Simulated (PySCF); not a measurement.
Write an ASE script for PySCF 2.14.0 that does the following.

```
Task                                       : atomic charges
Functional                                 : PBE
Potentials or basis                        : def2-svp (all-electron)
k mesh                                     : 1 × 1 × 1
Occupations                                : fixed
Spin                                       : no spin polarisation
Exponents discarded below (exp_to_discard) : 0 1/bohr^2
conv_tol                                   : 1e-07 Ha
max_cycle                                  : 60
Relativity                                 : none
Coulomb method                             : Gaussian density fitting (GDF)
Grid for exchange and correlation          : Becke, atom-centred
```

The structure of OGaCl2H lies in POSCAR:

```
GaHCl2O
1.0
   12.0000000000      0.0000000000      0.0000000000
    0.0000000000     13.0000000000      0.0000000000
    0.0000000000      0.0000000000     12.0000000000
O Ga Cl H
1 1 2 1
Direct
    0.5184541700      0.5980269200      0.5274125000
    0.5071208300      0.4634807700      0.5116541700
    0.6222458300      0.3680653800      0.5950625000
    0.3799208300      0.3987269200      0.4106041700
    0.4626458300      0.6351653800      0.4864208300
```

The input as run:

run.py

```python
import json
import numpy as np
from pyscf.pbc import gto, scf, dft, df
from pyscf.pbc.tools import pyscf_ase
from ase.io import read

atoms = read('POSCAR')
cell = pyscf_ase.cell_from_ase(atoms)
cell.basis = 'def2-svp'
cell.exp_to_discard = 0
cell.precision = 1e-08
cell.max_memory = 2520  # MB
cell.verbose = 4
cell.build()

res = {}
kpts = cell.make_kpts([1, 1, 1])
mf = dft.KRKS(cell, kpts, xc='pbe')
mf = mf.density_fit()
mf.with_df._cderi_to_save = 'cderi.h5'
mf.with_df.build(j_only=False)
mf.conv_tol = 1e-07
mf.max_cycle = 60

mf.kernel()
res.update(converged=bool(mf.converged), e_tot=mf.e_tot, nelec=cell.nelectron, nao=cell.nao, mesh=list(map(int, cell.mesh)), a=cell.lattice_vectors().tolist(), coords=cell.atom_coords().tolist(),
           mo_energy=[np.real(x).tolist() for x in mf.mo_energy], mo_occ=[np.real(x).tolist() for x in mf.mo_occ])
res.update(kpts=cell.get_scaled_kpts(kpts).tolist())
res['parts'] = {k: float(np.real(v)) for k, v in mf.scf_summary.items() if np.isscalar(v)}
json.dump(res, open('results.json', 'w'))
if not mf.converged:
    raise SystemExit('SCF not converged')

print('levels (eV)')
for i, kp in enumerate(res['kpts'][:40]):
    print('k %7.4f %7.4f %7.4f  ' % tuple(kp), ' '.join('%.3f' % (x * 27.211386) for x in res['mo_energy'][i][:42]))

# Mulliken populations
dm, s = np.asarray(mf.make_rdm1()), np.asarray(mf.get_ovlp())
sites = cell.aoslice_by_atom()[:, 2:]
tot = np.einsum('kij,kji->i', dm, s).real / len(kpts)
res['mulliken'] = [cell.atom_charge(i) - tot[a0:a1].sum() for i, (a0, a1) in enumerate(sites)]
print('Mulliken charges', np.round(res['mulliken'], 5))
res['meta_lowdin'] = mf.mulliken_meta()[1].tolist()

# density on a uniform mesh
grids = dft.gen_grid.UniformGrids(cell)
grids.mesh = [61, 67, 61]
grids.build()
ni = dft.numint.KNumInt()
rho = [ni.get_rho(cell, x, grids, kpts) for x in [dm]]
np.save('rho.npy', np.reshape(rho, (-1, *grids.mesh)))
res['done'] = True
json.dump(res, open('results.json', 'w'))
```

Potentials or basis: def2-svp (all-electron).

Run with:

```console
$ OMP_NUM_THREADS=2 python -u run.py > log
```

Results of the run:

* Gap between the frontier levels: 5.33 eV
* Meta-löwdin charges: O -0.59; Ga +0.66; Cl -0.19, -0.21; H +0.33 e

Caveat: this is a molecule in a periodic box at the Γ point, so its band gap is the HOMO-LUMO gap; population charges move with the basis; relativity is left out, which matters for the heavier elements; the basis of atomic orbitals isn't converged, which shifts pressures, moduli and gaps.

Run time: 23 s on 2 threads of Arm Neoverse V2 (shared host), peak memory 1.9 GiB.
